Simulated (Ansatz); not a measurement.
# WS2: the cost of one run

Program: Ansatz 0.2.0. Level of theory: DFT PBEsol, scalar-relativistic, plane waves, PAW. These are calculated values, not measurements.

The COD entry's cell or inner coordinates are ideal or old and differ from later refinements, so a difference from it is no clean test against experiment.

3 further runs of the same task are left out: 3 set aside as unsound or not needed.

### Step 1. The system as given

It takes space group P6_3/mmc (No. 194, hexagonal). The conventional cell has a = 3.146 Å, b = 3.146 Å, c = 12.692 Å, α = 90.00°, β = 90.00°, γ = 120.00°. Around W (site symmetry -6m2) lie 6 S at 2.40 Å. Around S (site symmetry 3m) lie 3 W at 2.40 Å.

Coordinates:

```xyz
6
Lattice="3.1461 0.0000 0.0000 -1.5731 2.7246 0.0000 0.0000 0.0000 12.6917" Properties=species:S:1:pos:R:3 pbc="T T T"
W     0.0000    1.8164    3.1729
W     1.5731    0.9082    9.5188
S     0.0000    1.8164    7.9512
S     1.5731    0.9082    1.6054
S     0.0000    1.8164   11.0864
S     1.5731    0.9082    4.7405
```

This cell was relaxed beforehand with the same method: volume 18.13 Å³/atom, gap on the mesh 1.10 eV.

The bulk reference comes from a run made before at the same settings: -4009.6933 eV/atom.

### Step 2. Cutting the (101) slab

Planes are indexed in the bulk's conventional cell (P6_3/mmc (No. 194)), a = 3.146 Å, b = 3.146 Å, c = 12.692 Å, α = 90.00°, β = 90.00°, γ = 120.00°.

The slab is a (101) slab, 12.9 Å thick as cut, with 15 Å of vacuum; its outer planes are S (top) and S (bottom).

The slab as cut. Its planes from the bottom up:

| plane | atoms per cell | height over the lowest (Å) |
| --- | --- | --- |
| 1 | S2 | 0.00 |
| 2 | S | 0.55 |
| 3 | W | 1.11 |
| 4 | W | 1.55 |
| 5 | S | 2.11 |
| 6 | S2 | 2.66 |
| 7 | S | 3.21 |
| 8 | W | 3.77 |
| 9 | W | 4.22 |
| 10 | S | 4.78 |
| 11 | S2 | 5.33 |
| 12 | S | 5.88 |
| 13 | W | 6.44 |
| 14 | W | 6.88 |
| 15 | S | 7.44 |
| 16 | S2 | 7.99 |
| 17 | S | 8.54 |
| 18 | W | 9.10 |
| 19 | W | 9.55 |
| 20 | S | 10.10 |
| 21 | S2 | 10.66 |
| 22 | S | 11.21 |
| 23 | W | 11.77 |
| 24 | W | 12.21 |
| 25 | S | 12.77 |

### Step 3. Single point on the unrelaxed (101) slab

A dipole layer in the vacuum cancels the field that periodic copies would set up if the slab's two faces differ.

File input.yaml:

```yaml
crystal:
  lattice:
    - [3.1461313721, 0.0, 0.0]
    - [-1.5730656861, 12.9808956958, 0.0]
    - [0.0, 0.0, 27.8756880144]
  atoms:
    - { symbol: S, position: [0.207898439, 0.4157968781, 0.2690516552] }
    - { symbol: S, position: [0.8361576204, 0.6723152408, 0.2767307768] }
    - { symbol: S, position: [0.0898289587, 0.1796579174, 0.2926582489] }
    - { symbol: W, position: [0.6562063754, 0.3124127509, 0.3127098961] }
    - { symbol: W, position: [0.9098777137, 0.8197554275, 0.3286373682] }
    - { symbol: S, position: [0.4762551305, 0.952510261, 0.3486890155] }
    - { symbol: S, position: [0.7299264688, 0.4598529376, 0.3646164875] }
    - { symbol: S, position: [0.3581856501, 0.7163713003, 0.3722956092] }
    - { symbol: S, position: [0.6118569884, 0.2237139768, 0.3882230812] }
    - { symbol: W, position: [0.1782344052, 0.3564688104, 0.4082747285] }
    - { symbol: W, position: [0.4319057435, 0.8638114869, 0.4242022005] }
    - { symbol: S, position: [0.9982831602, 0.9965663204, 0.4442538478] }
    - { symbol: S, position: [0.2519544985, 0.503908997, 0.4601813199] }
    - { symbol: S, position: [0.8802136799, 0.7604273597, 0.4678604415] }
    - { symbol: S, position: [0.1338850181, 0.2677700363, 0.4837879135] }
    - { symbol: W, position: [0.7002624349, 0.4005248698, 0.5038395608] }
    - { symbol: W, position: [0.9539337732, 0.9078675464, 0.5197670329] }
    - { symbol: S, position: [0.5203111899, 0.0406223799, 0.5398186801] }
    - { symbol: S, position: [0.7739825282, 0.5479650565, 0.5557461522] }
    - { symbol: S, position: [0.4022417096, 0.8044834192, 0.5634252738] }
    - { symbol: S, position: [0.6559130479, 0.3118260958, 0.5793527459] }
    - { symbol: W, position: [0.2222904646, 0.4445809293, 0.5994043931] }
    - { symbol: W, position: [0.4759618029, 0.9519236058, 0.6153318652] }
    - { symbol: S, position: [0.0423392197, 0.0846784393, 0.6353835125] }
    - { symbol: S, position: [0.296010558, 0.5920211159, 0.6513109845] }
    - { symbol: S, position: [0.9242697393, 0.8485394786, 0.6589901062] }
    - { symbol: S, position: [0.1779410776, 0.3558821552, 0.6749175782] }
    - { symbol: W, position: [0.7443184944, 0.4886369887, 0.6949692255] }
    - { symbol: W, position: [0.9979898326, 0.9959796653, 0.7108966975] }
    - { symbol: S, position: [0.5643672494, 0.1287344988, 0.7309483448] }
basis:
  ecutwfc: 420
kpoints:
  mp_grid: { grid: [9, 2, 1] }
hamiltonian:
  xc: pbesol
scf:
  occupations: { method: gaussian, width: 0.05 }
output:
  forces: true
  stress: true
  eigenvalues: true
  write_density: true
  write_potential: true
  elf: true
  volumetric_format: npy
efield:
  axis: 3
  dipole_correction: true
  ramp_width: 0.04
```

Run with:

```
> ansatz run input.yaml --threads 4 --pin off --max-ram 10240MiB --backend cpu --events-out ev --progress --plain --runs-dir out
```

**Question.** How long does this run take on 4 threads of Intel Xeon Platinum 8259CL at 2.50GHz (Skylake/Cascade Lake), shared host, and how much memory does it need?

About 90 s, with a peak of 3.9 GiB.
